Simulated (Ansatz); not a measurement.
# BiTe (R-3m) in Ansatz: further runs

The runs below take BiTe through single point, equation of state, with PBE.

Everything below comes from runs of Ansatz 0.2.0. Logs are shortened: lines on timing, memory, paths and dates and some standing lists are left out, and cuts for length are marked.

## Step 1: Starting point

It takes space group R-3m (No. 166, trigonal). The conventional cell has a = 4.845 Å, b = 4.845 Å, c = 9.952 Å, α = 90.00°, β = 90.00°, γ = 120.00°. Bi (site symmetry -3m) has 6 Te at 3.25 Å as nearest neighbours. Around Te (site symmetry -3m) lie 6 Bi at 3.25 Å.

The cell comes from a database or a generator and needn't be the stable form of this composition.

## Step 2: Single point, PBE, 31.70 Å³/atom (volume scaled by 0.94)

input.yaml

```yaml
crystal:
  lattice:
    - [2.3732508797, 1.3701970343, 3.2495731172]
    - [-2.3732508797, 1.3701970343, 3.2495731172]
    - [0.0, -2.7403940685, 3.2495731172]
  atoms:
    - { symbol: Bi, position: [0.5, 0.5, 0.5] }
    - { symbol: Te, position: [0.0, 0.0, 0.0] }
hamiltonian:
  xc: pbe
  pseudopotentials: { kind: paw }
kpoints:
  mp_grid: { grid: [7, 7, 7] }
scf:
  occupations: { method: fermi_dirac, width: 0.05 }
output:
  forces: true
  stress: true
  eigenvalues: true
```

Potentials or basis: Ansatz PAW.

Started as:

```console
ansatz run input.yaml --threads 2 --pin off --max-ram 5632MiB --backend cpu --events-out ev --progress --plain --runs-dir out
```

Log:

```text
Warning: RAYON_NUM_THREADS=2 ignored (pool sized by the plan → 2); use --threads N
Engine: ansatz 0.2.0, x86_64-unknown-linux-gnu
Pseudopotentials: kind: paw
Pseudopotential: Bi, paw, valence charge 15, recommended cutoff 420 eV (normal), Bi.paw.azcp
Pseudopotential: Te, paw, valence charge 16, recommended cutoff 420 eV (normal), Te.paw.azcp
Functional definition: PBE
  parameter kappa = 0.804
  parameter beta = 0.06672455060314922
  exchange = pbe_x(kappa = kappa, mu = beta*pi^2/3)
  correlation = pbe_c(beta = beta)
Crystal: 2 atoms, lattice volume = 63.402 Å³
Basis set: ecut = 420 eV, 1229 PW (Γ), exchange–correlation on 60×60×60 points (8 copies of the dense FFT grid, shifted against one another)
Bands: 20, of which v1, the nominal top of the filled ones, is band 16 counted from 1 (15 counted from 0)
Symmetry: 12 space group operations
Space group: R-3m (ITA 166), of the structure as read, at distance tolerance 4.0e-5 Å
k-points: 44 of 343
Non-local potential: Bi, projectors of the file, l = 0: 2, l = 1: 2, l = 2: 2, l = 3: 2
Non-local potential: Te, projectors of the file, l = 0: 2, l = 1: 2, l = 2: 2, l = 3: 2
PAW form: soft (Blöchl's): semilocal exchange-correlation on the pseudo side does not see the compensation charge
PAW one-centre angular grid: Bi, 590 points (default); XC on 64 Gauss nodes
PAW one-centre angular grid: Te, 590 points (default); XC on 64 Gauss nodes
Initial density: superposition of atomic densities (neutral atoms: chi_scale 0, normalization atom), corrected by the library's trained network
Initial wavefunctions: pseudopotential atomic-orbital guess
Functional: x = pbe(κ = 0.804, μ = 0.2195149727645171), c = pbe(β = 0.06672455060314922)
SCF iter   1: F=—  HF=-19376.607937 eV  |F-HF|=—  |Δ(HF+E_count)|=         —  Δρ=7.39e-4  dr2=3.26e-4  ethr=1.77e-3  ⟨swp⟩=6.3  Hψ=4563  notcnv=0
preconditioner: auto → Kerker (q_TF=auto, 2.422 Å⁻¹)  [metal: Δε(μ)=0.028 eV  Ē_g=9.689 eV  σ=0.050 eV  W_gap=0.14  n_scr=14 (ndim 8)  ℏωp=15.5 eV  f_vac=0.000  D(μ)=1.45/eV (n_scr^D=14)]
SCF iter   2: F=—  HF=-19376.606182 eV  |F-HF|=—  |Δ(HF+E_count)|=   1.76e-3  Δρ=4.81e-4  dr2=1.18e-4  ethr=1.05e-6  ⟨swp⟩=3.2  Hψ=2230  notcnv=0
SCF iter   3: F=—  HF=-19376.606208 eV  |F-HF|=—  |Δ(HF+E_count)|=   2.66e-5  Δρ=2.47e-4  dr2=3.77e-5  ethr=3.79e-7  ⟨swp⟩=2.4  Hψ=1353  notcnv=0
SCF iter   4: F=—  HF=-19376.606231 eV  |F-HF|=—  |Δ(HF+E_count)|=   2.24e-5  Δρ=7.03e-5  dr2=3.31e-6  ethr=1.22e-7  ⟨swp⟩=2.0  Hψ=1173  notcnv=0
SCF iter   5: F=—  HF=-19376.606231 eV  |F-HF|=—  |Δ(HF+E_count)|=   2.57e-7  Δρ=2.64e-5  dr2=4.82e-7  ethr=1.07e-8  ⟨swp⟩=2.7  Hψ=1534  notcnv=0
SCF iter   6: F=-19376.606230 eV  HF=-19376.606230 eV  |F-HF|=1.55e-9  |Δ(HF+E_count)|=   5.44e-8  Δρ=4.88e-6  dr2=2.35e-8  ethr=3.23e-10  ⟨swp⟩=7.6  Hψ=4650  notcnv=0
SCF 1 converged in 6 iterations: F = -19376.606230 eV  dr2 = 2.35e-8
SCF converged after 6 iterations
Free energy (F): -19376.606230 eV
Harris-Foulkes:  -19376.606230 eV  (|F-HF|=1.55e-9)
Internal energy: -19376.593666 eV  (E = F + TS)
E sigma→0 (E₀):  -19376.599948 eV
Entropy (-TS):   -0.012564 eV (-6.282 meV/atom)
Fermi energy:    10.849981 eV
--- Per-component energies (eV) ---
  E_band       = -335.714636
  E_kinetic    = 483.238794
  E_local      = -2641.663854  (includes V_loc(G=0)·N_el)
  E_nonlocal   = 250.142507
  E_hartree    = 1243.690452
  E_xc         = -276.378545
  E_vxc        = -249.362149  (∫ρ·V_xc dr)
  E_paw        = -15325.022023  (= ΣΔE_a)
  E_vpaw       = -665.443617  (= ΣTr[D̂ρ^β])
  E_aug_tail   = -0.000609  (compensation charges beyond the density's cutoff)
  E_ewald      = -3110.600387
  E_smearing   = -0.012564  (= −TS)
  E_closure    = 0.000000  (closes the sum)
  Σ components = -19376.606230   (vs F -19376.606230, Δ=0.00e0)
--- Forces (eV/Å), atoms counted from 1 ---
  atom   1  Bi     0.00000000     0.00000000     0.00000000
  atom   2  Te    -0.00000000     0.00000000     0.00000000
  max |Σ_I F_I| component: 5.05e-29 eV/Å
--- Stress (GPa, compression-positive) ---
        3.978007       0.000000       0.000000
        0.000000       3.978007      -0.000000
        0.000000      -0.000000       2.866510
  P = ⅓ Tr σ = 3.6075 GPa (36.075 kbar)
--- Band table (eV; the first three rows and the last of 44) ---
  k-point 0: bands = ["-26.4942", "-26.4942", "-26.4562", "-26.4562", "-26.4394", "-12.4444", "-12.4444", "-12.4274", "-12.4274", "-12.4064", "-3.0903", "2.7869", "7.7226", "7.7226", "9.1212", "12.8499", "13.4960", "13.4960", "14.7901", "14.7901"]
  k-point 1: bands = ["-26.4941", "-26.4941", "-26.4562", "-26.4559", "-26.4394", "-12.4445", "-12.4440", "-12.4289", "-12.4257", "-12.4059", "-2.9024", "2.2552", "7.8453", "8.0613", "9.0384", "12.1721", "12.7185", "12.8895", "15.0914", "15.3188"]
  k-point 2: bands = ["-26.4940", "-26.4940", "-26.4562", "-26.4553", "-26.4393", "-12.4453", "-12.4438", "-12.4316", "-12.4222", "-12.4040", "-2.3470", "1.0640", "8.2077", "8.6100", "9.1459", "10.9669", "11.4021", "11.9960", "15.9443", "15.9990"]
  k-point 43: bands = ["-26.4942", "-26.4941", "-26.4545", "-26.4544", "-26.4395", "-12.4540", "-12.4520", "-12.4105", "-12.4099", "-12.4090", "-0.6467", "-0.1413", "6.7218", "7.7759", "7.9482", "10.0264", "10.2073", "11.5579", "18.0259", "18.6600"]
```

Run time: 1.8 s. Hardware: 2 threads of AMD EPYC 7R43 (Zen 3), shared host; peak memory 0.42 GiB.

Results:

```
Free energy            : -19376.6062 eV
Pressure               : 3.6 GPa
Band gap on the k mesh : none (metal or under the smearing width)
```

Caveat: spin-orbit coupling is left out, which moves the levels of the heavy elements.

## Step 3: Single point, PBE, 32.38 Å³/atom (volume scaled by 0.96)

input.yaml: that of step 2 with these lines changed.

```diff
@@ -2,5 +2,5 @@
   lattice:
-    - [2.3732508797, 1.3701970343, 3.2495731172]
-    - [-2.3732508797, 1.3701970343, 3.2495731172]
-    - [0.0, -2.7403940685, 3.2495731172]
+    - [2.3899644647, 1.3798466271, 3.2724581889]
+    - [-2.3899644647, 1.3798466271, 3.2724581889]
+    - [0.0, -2.7596932542, 3.2724581889]
   atoms:
```

Potentials or basis: Ansatz PAW.

Started as:

```console
ansatz run input.yaml --threads 2 --pin off --max-ram 5632MiB --backend cpu --events-out ev --progress --plain --runs-dir out
```

It took 1.7 s on 2 threads of AMD EPYC 7R43 (Zen 3), shared host; peak memory 0.42 GiB.

The run converged. Its results:

| Quantity | Value |
| --- | --- |
| Free energy | -19376.6311 eV |
| Pressure | 2.3 GPa |
| Band gap on the k mesh | none (metal or under the smearing width) |

Caveat: spin-orbit coupling is left out, which moves the levels of the heavy elements.

## Step 4: Single point, PBE, 33.05 Å³/atom (volume scaled by 0.98)

input.yaml: that of step 3 with these lines changed.

```diff
@@ -2,5 +2,5 @@
   lattice:
-    - [2.3899644647, 1.3798466271, 3.2724581889]
-    - [-2.3899644647, 1.3798466271, 3.2724581889]
-    - [0.0, -2.7596932542, 3.2724581889]
+    - [2.4064474992, 1.3893631114, 3.2950275793]
+    - [-2.4064474992, 1.3893631114, 3.2950275793]
+    - [0.0, -2.7787262229, 3.2950275793]
   atoms:
@@ -19 +19,5 @@
   eigenvalues: true
+  write_density: true
+  write_potential: true
+  elf: true
+  volumetric_format: npy
```

Started as:

```console
ansatz run input.yaml --threads 2 --pin off --max-ram 5632MiB --backend cpu --events-out ev --progress --plain --runs-dir out
```

It took 2.2 s on 2 threads of AMD EPYC 7R43 (Zen 3), shared host; peak memory 0.42 GiB.

The run converged. Its results:

```yaml
Free_energy: -19376.6458 eV
Pressure: 1.2 GPa
Band_gap_on_the_k_mesh: none (metal or under the smearing width)
```

Caveat: spin-orbit coupling is left out, which moves the levels of the heavy elements.

## Step 5: Single point, PBE, 33.72 Å³/atom

input.yaml

```yaml
crystal:
  lattice:
    - [2.4227077728, 1.3987509848, 3.3172919545]
    - [-2.4227077728, 1.3987509848, 3.3172919545]
    - [0.0, -2.7975019696, 3.3172919545]
  atoms:
    - { symbol: Bi, position: [0.5, 0.5, 0.5] }
    - { symbol: Te, position: [0.0, 0.0, 0.0] }
hamiltonian:
  xc: pbe
  pseudopotentials: { kind: paw }
kpoints:
  mp_grid: { grid: [7, 7, 7] }
scf:
  occupations: { method: fermi_dirac, width: 0.05 }
output:
  forces: true
  stress: true
  eigenvalues: true
```

Started as:

```console
ansatz run input.yaml --threads 2 --pin off --max-ram 5632MiB --backend cpu --events-out ev --progress --plain --runs-dir out
```

It took 1.6 s on 2 threads of AMD EPYC 7R43 (Zen 3), shared host; peak memory 0.41 GiB.

Results (log left out):

```
Free energy            : -19376.6513 eV
Pressure               : 0.2 GPa
Band gap on the k mesh : none (metal or under the smearing width)
```

Caveat: spin-orbit coupling is left out, which moves the levels of the heavy elements.

## Step 6: Single point, PBE, 34.40 Å³/atom (volume scaled by 1.02)

input.yaml: that of step 5 with these lines changed.

```diff
@@ -2,5 +2,5 @@
   lattice:
-    - [2.4227077728, 1.3987509848, 3.3172919545]
-    - [-2.4227077728, 1.3987509848, 3.3172919545]
-    - [0.0, -2.7975019696, 3.3172919545]
+    - [2.4387526627, 1.4080145063, 3.3392614156]
+    - [-2.4387526627, 1.4080145063, 3.3392614156]
+    - [0.0, -2.8160290126, 3.3392614156]
   atoms:
```

Potentials or basis: Ansatz PAW.

Started as:

```console
ansatz run input.yaml --threads 2 --pin off --max-ram 5632MiB --backend cpu --events-out ev --progress --plain --runs-dir out
```

Run time: 1.6 s. Hardware: 2 threads of AMD EPYC 7R43 (Zen 3), shared host; peak memory 0.42 GiB.

It converged, with:

```yaml
Free_energy: -19376.6487 eV
Pressure: -0.8 GPa
Band_gap_on_the_k_mesh: none (metal or under the smearing width)
```

Caveat: spin-orbit coupling is left out, which moves the levels of the heavy elements.

## Step 7: Single point, PBE, 35.07 Å³/atom (volume scaled by 1.04)

input.yaml: that of step 6 with these lines changed.

```diff
@@ -2,5 +2,5 @@
   lattice:
-    - [2.4387526627, 1.4080145063, 3.3392614156]
-    - [-2.4387526627, 1.4080145063, 3.3392614156]
-    - [0.0, -2.8160290126, 3.3392614156]
+    - [2.4545891627, 1.4171577139, 3.3609455389]
+    - [-2.4545891627, 1.4171577139, 3.3609455389]
+    - [0.0, -2.8343154277, 3.3609455389]
   atoms:
@@ -19 +19,5 @@
   eigenvalues: true
+  write_density: true
+  write_potential: true
+  elf: true
+  volumetric_format: npy
```

Started as:

```console
ansatz run input.yaml --threads 2 --pin off --max-ram 5632MiB --backend cpu --events-out ev --progress --plain --runs-dir out
```

Wall time 2.2 s (2 threads of AMD EPYC 7R43 (Zen 3), shared host); peak memory 0.43 GiB.

The run converged. Its results:

* Free energy: -19376.6387 eV
* Pressure: -1.6 GPa
* Band gap on the k mesh: none (metal or under the smearing width)

Caveat: spin-orbit coupling is left out, which moves the levels of the heavy elements.

## Step 8: Single point, PBE, 35.75 Å³/atom (volume scaled by 1.06)

input.yaml: that of step 7 with these lines changed.

```diff
@@ -2,5 +2,5 @@
   lattice:
-    - [2.4545891627, 1.4171577139, 3.3609455389]
-    - [-2.4545891627, 1.4171577139, 3.3609455389]
-    - [0.0, -2.8343154277, 3.3609455389]
+    - [2.4702239101, 1.4261844395, 3.3823534125]
+    - [-2.4702239101, 1.4261844395, 3.3823534125]
+    - [0.0, -2.852368879, 3.3823534125]
   atoms:
```

Started as:

```console
ansatz run input.yaml --threads 2 --pin off --max-ram 5632MiB --backend cpu --events-out ev --progress --plain --runs-dir out
```

Run time: 2.1 s. Hardware: 2 threads of AMD EPYC 7R43 (Zen 3), shared host; peak memory 0.44 GiB.

Results (log left out):

```yaml
Free_energy: -19376.6221 eV
Pressure: -2.3 GPa
Band_gap_on_the_k_mesh: none (metal or under the smearing width)
```

Caveat: spin-orbit coupling is left out, which moves the levels of the heavy elements.

## Step 9: Equation of state, PBE

Potentials or basis: Ansatz PAW.

No new run: the results of the series are fitted here.

What came out:

```yaml
Equilibrium_volume: 33.83 Å³/atom
Bulk_modulus_at_fixed_shape_and_positions: 48 GPa
Pressure_derivative_of_the_bulk_modulus: 4.6
```

Energy against volume, from the lowest point:
```
volume (Å³/atom)  energy (meV/atom)
          31.701              22.54
          32.376              10.10
          33.050               2.76
          33.725               0.00
          34.399               1.33
          35.074               6.32
          35.748              14.58
```

Caveat: the cell was scaled at fixed shape and fractional positions, which overstates the stiffness of a crystal with free parameters, most of all of layers and chains; spin-orbit coupling is left out, which moves the levels of the heavy elements.
